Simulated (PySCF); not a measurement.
# H8O4Sm (Sm(H2O)42+): the cost of one run

Method: several levels, as the steps say, no spin–orbit coupling; program: PySCF 2.14.0.

1 further run of the same task is left out (for a known fault of the program).

## (1) The system as given

13 atoms, charge 2, spin multiplicity 1.

Bond lengths: Sm1–O2 2.530 Å, Sm1–O5 2.530 Å, Sm1–O8 2.530 Å, Sm1–O11 2.530 Å, O2–H3 0.971 Å, O2–H4 0.971 Å, O5–H6 0.971 Å, O5–H7 0.971 Å, O8–H9 0.971 Å, O8–H10 0.971 Å, O11–H12 0.971 Å, O11–H13 0.971 Å. Angles: O2–Sm1–O5 111.2°, O2–Sm1–O8 106.1°, O2–Sm1–O11 111.2°, O5–Sm1–O8 111.2°, O5–Sm1–O11 106.1°, O8–Sm1–O11 111.2°, Sm1–O2–H3 128.2°, Sm1–O2–H4 128.0°, H3–O2–H4 103.8°, Sm1–O5–H6 128.0°, Sm1–O5–H7 128.2°, H6–O5–H7 103.8°, Sm1–O8–H9 128.0°, Sm1–O8–H10 128.2°, H9–O8–H10 103.8°, Sm1–O11–H12 128.2°, Sm1–O11–H13 128.0°, H12–O11–H13 103.8°.

Geometry (Å):

```xyz
13
H8O4Sm
Sm    0.0000    0.0000    0.0000
O     1.5204    1.4606    1.3983
H     2.3223    1.2034    1.8817
H     1.4425    2.4134    1.5688
O    -1.5204   -1.3983    1.4606
H    -1.4425   -1.5688    2.4134
H    -2.3223   -1.8817    1.2034
O     1.5204   -1.4606   -1.3983
H     1.4425   -2.4134   -1.5688
H     2.3223   -1.2034   -1.8817
O    -1.5204    1.3983   -1.4606
H    -2.3223    1.8817   -1.2034
H    -1.4425    1.5688   -2.4134
```

Formal oxidation states: Sm +2. Each metal's 6 4f electrons lie in its core potential, so multiplicities, spins and levels count the valence alone. An earlier session relaxed this geometry at PBE0, Sm lcecp-0-SVP with ECP52, O def2-SVP, H def2-SVP (singlet, point group S4).

At PBE0 on the finer grid: E = -333.612981 Eh, frontier levels not given, since the 4f levels lie in the core, Mulliken charge on Sm1 +1.27 e, largest force component 0.007 eV/Å. 

Levels to run: TPSS; HF; PBE0, TZVP. Hardware: 2 threads of Arm Neoverse V2, shared host.

## (2) TPSS

File run.py (the lines that set the calculation):

```python
mol = gto.M(atom='''
Sm     0.00001     0.00000     0.00000
O      1.52036     1.46057     1.39831
H      2.32231     1.20341     1.88167
H      1.44246     2.41339     1.56879
O     -1.52036    -1.39831     1.46056
H     -1.44247    -1.56878     2.41338
H     -2.32230    -1.88165     1.20341
O      1.52036    -1.46057    -1.39831
H      1.44246    -2.41339    -1.56879
H      2.32231    -1.20341    -1.88167
O     -1.52036     1.39831    -1.46056
H     -2.32230     1.88165    -1.20341
H     -1.44247     1.56878    -2.41338''',
    basis={'Sm': 'lcecp-0-SVP', 'O': 'def2-SVP', 'H': 'def2-SVP'},
    ecp={'Sm': 'lcecp-0-SVP'},
    charge=2, spin=0)
mf = dft.RKS(mol, xc='TPSS')
mf.grids.atom_grid = (75, 302)  # f atoms: unpruned, at least (60, 302)
mf = mf.density_fit()  # fitting sets: Sm AutoAux, O def2-universal-JKFIT, H def2-universal-JKFIT
mf.conv_tol = 1e-08; mf.max_cycle = 55
mf.kernel(dm0)  # dm0: the density of the relaxed state
```

Launch:

```bash
OMP_NUM_THREADS=2 python run.py
```

**Question.** How long does this run take on 2 threads of Arm Neoverse V2, shared host?

About 13 s.
